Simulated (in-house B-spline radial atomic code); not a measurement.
# Gd²⁺: ionisation energy by several methods

The task here is to estimate one member of a computed series from the others.

The numbers are computed with in-house B-spline radial atomic code version 1 (scalar-relativistic (X2C), several functionals, spin-polarised, exact exchange averaged over the configuration; spherical all-electron atom at the radial basis limit), except any that are marked as measured or tabulated.

## The system

| Item | Value |
| --- | --- |
| element | gadolinium (Z = 64) |
| charge | +2 |
| electrons | 62 |
| configuration | [Xe] 4f7 5d1 |
| nucleus | Fermi, rms radius 5.157 fm |

The outer shells:

[Xe] 4f7 5d1
```
[Xe] core
4f [↑ ][↑ ][↑ ][↑ ][↑ ][↑ ][↑ ]
5d [↑ ][  ][  ][  ][  ]
```

Where spins are not typed, each open shell is filled with up spins first.

The first run:

Input settings:

```ini
Z = 64
electrons = 62.0
configuration = [Xe] 4f7 5d1
hamiltonian = x2c
method = bhandhlyp
spin_polarised = True
nucleus = fermi
rms_radius = 5.1569
mass_number = 158
atomic_mass = 157.9241112
speed_of_light = 137.035999084
exact_exchange = averaged over the configuration
```

On the command line:

```console
$ python run_scf.py task.json out
```

The settings of every run stand in task.json; they run in order.

Among the steps run: BHandHLYP, a global hybrid; B97-1, a global hybrid; M06-2X, a global hybrid; ωB97X, a range-separated hybrid; TPSSh, a global hybrid; CAM-B3LYP, a range-separated hybrid.

One table of the session follows, with a row left open; its other results are not shown here.

| method | ΔSCF (eV) |
| --- | --- |
| BHandHLYP | 20.249 |
| B97-1 | 20.116 |
| M06-2X | ? |
| TPSSh | 20.196 |
| ωB97X | 19.907 |
| CAM-B3LYP | 20.424 |

Estimate the missing values for M06-2X.

As computed: ΔSCF (eV): 20.382. In the column «ΔSCF (eV)» it lies between BHandHLYP (20.249) and CAM-B3LYP (20.424).
